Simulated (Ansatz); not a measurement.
# CH₅ClOSn: small, medium and large basis sets

Aim: see how fast density functionals converge with the basis set for CH₅ClOSn.

Method: one geometry, several basis sets; program: Ansatz 0.2.0, Gaussian basis.

The runs, in order: PBE0-D4/def2-SVP; ωB97M-V/def2-SVP; PBE0-D4/def2-QZVPP; ωB97M-V/def2-QZVPP; the functionals' def2-TZVPP values are taken from earlier runs.

### 1 The geometry

The geometry comes from an earlier relaxation with PBE0-D4 in a triple-zeta def2 set; it is a stationary point, not always the lowest conformer. Sn takes the def2 core potential; no spin-orbit term is included.

SMILES `[CH3][SnH]([OH])[Cl]`, 9 atoms, charge 0, spin multiplicity 1.

Atoms are counted from 1 here; the program's logs count them from 0.

Bond lengths: C1–Sn2 2.113 Å, C1–H5 1.089 Å, C1–H6 1.089 Å, C1–H7 1.090 Å, Sn2–O3 1.957 Å, Sn2–Cl4 2.339 Å, Sn2–H8 1.706 Å, O3–H9 0.960 Å. Angles: Sn2–C1–H5 110.0°, Sn2–C1–H6 108.2°, Sn2–C1–H7 109.6°, H5–C1–H6 109.7°, H5–C1–H7 109.8°, H6–C1–H7 109.6°, C1–Sn2–O3 105.1°, C1–Sn2–Cl4 109.1°, C1–Sn2–H8 120.2°, O3–Sn2–Cl4 106.3°, O3–Sn2–H8 110.1°, Cl4–Sn2–H8 105.4°, Sn2–O3–H9 113.9°.

### 2 PBE0-D4 in def2-SVP

Contents of in.yaml:

```yaml
crystal:
  periodic: [false, false, false]
  atoms:
    - {symbol: C, position_ang: [0.238711, 1.231585, -0.775247]}
    - {symbol: Sn, position_ang: [-0.039557, -0.718955, -0.010965]}
    - {symbol: O, position_ang: [0.421637, -0.593697, 1.886896]}
    - {symbol: Cl, position_ang: [-2.314799, -1.256156, -0.098113]}
    - {symbol: H, position_ang: [-0.076960, 1.271920, -1.816894]}
    - {symbol: H, position_ang: [-0.364123, 1.917869, -0.181976]}
    - {symbol: H, position_ang: [1.290150, 1.507637, -0.697398]}
    - {symbol: H, position_ang: [0.766037, -2.042784, -0.724217]}
    - {symbol: H, position_ang: [0.167203, -1.363519, 2.400913]}
basis:
  gaussian: {orbitals: def2-SVP}
hamiltonian: {xc: pbe0, dispersion: d4}
output: {orbitals: {seedname: orbitals}}
```

Command:

```sh
$ ansatz run in.yaml --threads 4 --pin off --events-out ev --progress --plain --max-ram 10444MiB
```

Further steps of the session: ωB97M-V in def2-SVP; PBE0-D4 in def2-QZVPP; ωB97M-V in def2-QZVPP.

**Question.** What will the summary of the whole plan be? Wanted: PBE0-D4: double and triple zeta above quadruple; ωB97M-V: double and triple zeta above quadruple.

The runs gave:

```
                                       quantity          value
PBE0-D4: double and triple zeta above quadruple  9.29, 0.63 eV
ωB97M-V: double and triple zeta above quadruple  9.40, 0.61 eV
```

What this shows: PBE0-D4 gains 8.65 eV from double to triple zeta, then 0.63 eV more. Total energies overstate the basis error of differences, where much of it tends to cancel. The LUMO of ωB97M-V is positive and keeps falling with the basis (1.84 to 0.95 eV): an unbound level that the basis holds in place.
